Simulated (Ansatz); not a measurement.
Working through a geometry optimisation of ClGeH5Sn, SMILES [Cl][GeH2][SnH3]

With the Python package of Ansatz (0.2.0).

Run as a notebook:

In [1]:
```python
from dataclasses import dataclass
import itertools

import ansatz as az
from ase.data import atomic_numbers, covalent_radii
import numpy as np
```

In [2]:
```python
@dataclass(frozen=True)
class Settings:
    basis: str = 'def2-SVP'
    functional: str = 'b3lyp'
```

In [3]:
```python
cfg = Settings()
```

In [4]:
```python
mol = (
    az.Crystal.molecule()
    .atom('Cl', [-2.3175, 1.4624, -0.2848])
    .atom('Ge', [-0.7261, 0.3071, -1.041])
    .atom('Sn', [0.7631, -0.3931, 0.9283])
    .atom('H', [-1.2054, -0.9458, -1.7427])
    .atom('H', [0.1071, 1.1328, -2.0722])
    .atom('H', [-0.1417, -1.3141, 2.0859])
    .atom('H', [2.1522, -1.3608, 0.3464])
    .atom('H', [1.4605, 1.0544, 1.7244])
)
```

In [5]:
```python
calc = (
    mol.calculation()
    .basis(gaussian=cfg.basis)
    .functional(cfg.functional)
)
symbols = [site.symbol for site in mol.cartesian_sites]
start = np.array([site.position_ang for site in mol.cartesian_sites], dtype=float)
def progress(event):
    if event['event'] == 'relax_step':
        row = event['data']
        print(f'step {row["step"]:3d}  E = {row["lagrangian_ev"]:.6f} eV  largest force component {row["allowed_force_max_ev_ang"]:.4f} eV/A')
```

In [6]:
```python
rep = calc.relax(force_tolerance=0.02, max_steps=100).session().plan().execute(on_event=progress).report
end = np.array(rep['positions_ang'])
```
```text
step   1  E = -74946.851158 eV  largest force component 1.5313 eV/A
step   2  E = -74946.946209 eV  largest force component 1.1116 eV/A
step   3  E = -74947.042831 eV  largest force component 0.1893 eV/A
step   4  E = -74947.046404 eV  largest force component 0.0491 eV/A
step   5  E = -74947.047464 eV  largest force component 0.0120 eV/A
step   6  E = -74947.047289 eV  largest force component 0.0463 eV/A
step   7  E = -74947.047645 eV  largest force component 0.0033 eV/A
```

In [7]:
```python
print('reference energy %16.6f eV' % rep['reference_energy_ev'])
print('total energy     %16.6f eV' % rep['free_energy_ev'])
print('occupied orbitals outside the frozen core (up, down):', rep['n_occupied'], ' frozen:', rep['n_frozen'], ' virtual:', rep['n_virtual'])
```
```text
reference energy    -74947.047934 eV
total energy        -74947.047934 eV
occupied orbitals outside the frozen core (up, down): [38, 38]  frozen: 0  virtual: [63, 63]
```

In [8]:
```python
# pairs closer than 1.2 times the sum of covalent radii, before or after
radius = [covalent_radii[atomic_numbers[s]] for s in symbols]
span = lambda where, i, j: np.linalg.norm(where[i] - where[j])
bonded = [(i, j) for i, j in itertools.combinations(range(len(symbols)), 2) if min(span(start, i, j), span(end, i, j)) < 1.2 * (radius[i] + radius[j])]
print('pair        before    after (A)')
for i, j in bonded:
    print(f'{symbols[i]}{i}-{symbols[j]}{j}'.ljust(10), f'{span(start, i, j):8.4f} {span(end, i, j):8.4f}')
```
```text
pair        before    after (A)
Cl0-Ge1      2.1069   2.1999
Ge1-Sn2      2.5663   2.6347
Ge1-H3       1.5139   1.5447
Ge1-H4       1.5619   1.5446
Sn2-H5       1.7341   1.7172
Sn2-H6       1.7902   1.7218
Sn2-H7       1.7932   1.7173
```

In [9]:
```python
charges = rep['charge_distribution']
dipole = np.array(charges['dipole_moment_e_ang']) * 4.803205
print('dipole (D): {:.3f} {:.3f} {:.3f}, length {:.3f}'.format(*dipole, np.linalg.norm(dipole)))
print('atom  Mulliken   Lowdin')
for symbol, m, l in zip(symbols, charges['mulliken_charges_e'], charges['lowdin_charges_e']):
    print(f'{symbol:4s} {m:9.3f} {l:8.3f}')
```
```text
dipole (D): 1.659 -1.127 -0.362, length 2.038
atom  Mulliken   Lowdin
Cl      -0.273    0.096
Ge       0.359   -0.032
Sn       0.286    0.252
H       -0.067   -0.052
H       -0.067   -0.052
H       -0.075   -0.069
H       -0.087   -0.075
H       -0.076   -0.069
```

Caveats:
- The settings weren't tested for convergence.
- The end point is the stationary point reached from this start; no frequency run checks that it is a minimum, and the basis set is modest.
- def2 sets replace the cores of elements past krypton by effective core potentials.
- The Löwdin charges here are taken after orthogonalising the functions within each atom; they differ from plain Löwdin charges, and their signs can be unphysical.
- b3lyp holds the VWN-RPA fit, as in Gaussian; the form of ORCA and Turbomole is b3lyp5.
- Wall time of the script: 49 s on 1 thread of Arm Neoverse V1, with other jobs on the host, peak memory 0.33 GiB.

(Lines on the test bed's own set-up are left out of the output.)
